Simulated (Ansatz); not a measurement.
## C2H3ClNSb, SMILES N=C=[CH][SbH][Cl]: a geometry optimisation

Computed with the Ansatz DFT code, driven from Python.

`c2h3clnsb_opt.py`
```python
import itertools
import logging
import sys
import warnings

import ansatz as az
from ase.data import atomic_numbers, covalent_radii
import numpy as np

logging.basicConfig(stream=sys.stdout, format='%(levelname)s:%(name)s:%(message)s')
log = logging.getLogger('run')
log.setLevel(logging.INFO)

warnings.simplefilter('ignore', az.DeckWarning)

geometry_ang = [
    ('N', (-2.1776, -0.1489, 0.2348)),
    ('C', (-1.0699, 0.409, 0.2319)),
    ('C', (0.0918, 0.9411, 0.2288)),
    ('Sb', (1.9168, -0.2876, 0.5177)),
    ('Cl', (2.4408, -0.1011, -1.8156)),
    ('H', (-2.3348, -1.1259, 0.2112)),
    ('H', (0.2714, 2.0072, 0.106)),
    ('H', (0.9535, -1.7509, 0.2292)),
]
geometry = az.Crystal.molecule()
for symbol, xyz in geometry_ang:
    geometry = geometry.atom(symbol, xyz)

calc = (
    geometry.calculation()
    .basis(gaussian='def2-SVP')
    .functional('PBE0', dispersion='d3bj')
)
symbols = [site.symbol for site in geometry.cartesian_sites]
start = np.array([site.position_ang for site in geometry.cartesian_sites], dtype=float)
data = calc.relax(force_tolerance=0.005).run(threads=1).report
end = np.array(data['positions_ang'])

log.info(f'E = {data["free_energy_ev"]:.6f} eV = {data["free_energy_ev"] / 27.211386246:.7f} Ha')
print('converged:', data['converged'], ' doubts:', data['published_state_doubts'] or 'none')

radius = [covalent_radii[atomic_numbers[s]] for s in symbols]
span = lambda where, i, j: np.linalg.norm(where[i] - where[j])
bonded = [(i, j) for i, j in itertools.combinations(range(len(symbols)), 2) if min(span(start, i, j), span(end, i, j)) < 1.2 * (radius[i] + radius[j])]
log.info('pair        before    after (A)')
for i, j in bonded:
    print(f'{symbols[i]}{i}-{symbols[j]}{j}'.ljust(10), f'{span(start, i, j):8.4f} {span(end, i, j):8.4f}')
for first, second in list(itertools.combinations(bonded, 2)):
    shared = set(first) & set(second)
    if shared and symbols[(j := shared.pop())] != 'H':
        i, k = sorted((set(first) | set(second)) - {j})
        u, v = end[i] - end[j], end[k] - end[j]
        angle = np.degrees(np.arccos(np.clip(u @ v / np.linalg.norm(u) / np.linalg.norm(v), -1, 1)))
        log.info(f'final angle {symbols[i]}{i}-{symbols[j]}{j}-{symbols[k]}{k}: {angle:.2f} deg')
with open('c2h3clnsb_opt.xyz', 'w') as handle:
    handle.write(f'{len(symbols)}\nrelaxed C2H3ClNSb\n')
    handle.writelines(f'{s:2s} {x:11.6f} {y:11.6f} {z:11.6f}\n' for s, (x, y, z) in zip(symbols, end))
```

Running `python c2h3clnsb_opt.py` prints:
```text
INFO:run:E = -22657.776572 eV = -832.6579310 Ha
converged: True  doubts: none
INFO:run:pair        before    after (A)
N0-C1        1.2403   1.2185
N0-H5        0.9898   1.0208
C1-C2        1.2778   1.3157
C2-Sb3       2.2190   2.1265
C2-H6        1.0881   1.0926
Sb3-Cl4      2.3987   2.4000
Sb3-H7       1.7755   1.7195
INFO:run:final angle C1-N0-H5: 118.47 deg
INFO:run:final angle N0-C1-C2: 173.76 deg
INFO:run:final angle C1-C2-Sb3: 120.45 deg
INFO:run:final angle C1-C2-H6: 120.20 deg
INFO:run:final angle Sb3-C2-H6: 119.32 deg
INFO:run:final angle C2-Sb3-Cl4: 99.14 deg
INFO:run:final angle C2-Sb3-H7: 91.64 deg
INFO:run:final angle Cl4-Sb3-H7: 93.65 deg
```

It writes `c2h3clnsb_opt.xyz`:
```text
8
relaxed C2H3ClNSb
N    -2.021542   -0.423824    0.408366
C    -1.010324    0.249829    0.316479
C     0.112704    0.934509    0.350438
Sb    1.987483   -0.069021    0.338216
Cl    2.188267   -0.473043   -2.018964
H    -2.489563   -0.718448   -0.449607
H     0.090605    2.026915    0.354017
H     1.234370   -1.584016    0.645055
```

Reading the output:
- The settings weren't tested for convergence.
- The end point is the stationary point reached from this start; no frequency run checks that it is a minimum, and the basis set is modest.
- def2 sets replace the cores of elements past krypton by effective core potentials.
- It ran for 2.7 min on 1 thread of Arm Neoverse V1 (shared host), peak memory 0.31 GiB.

(Lines on the test bed's own set-up are left out of the output.)
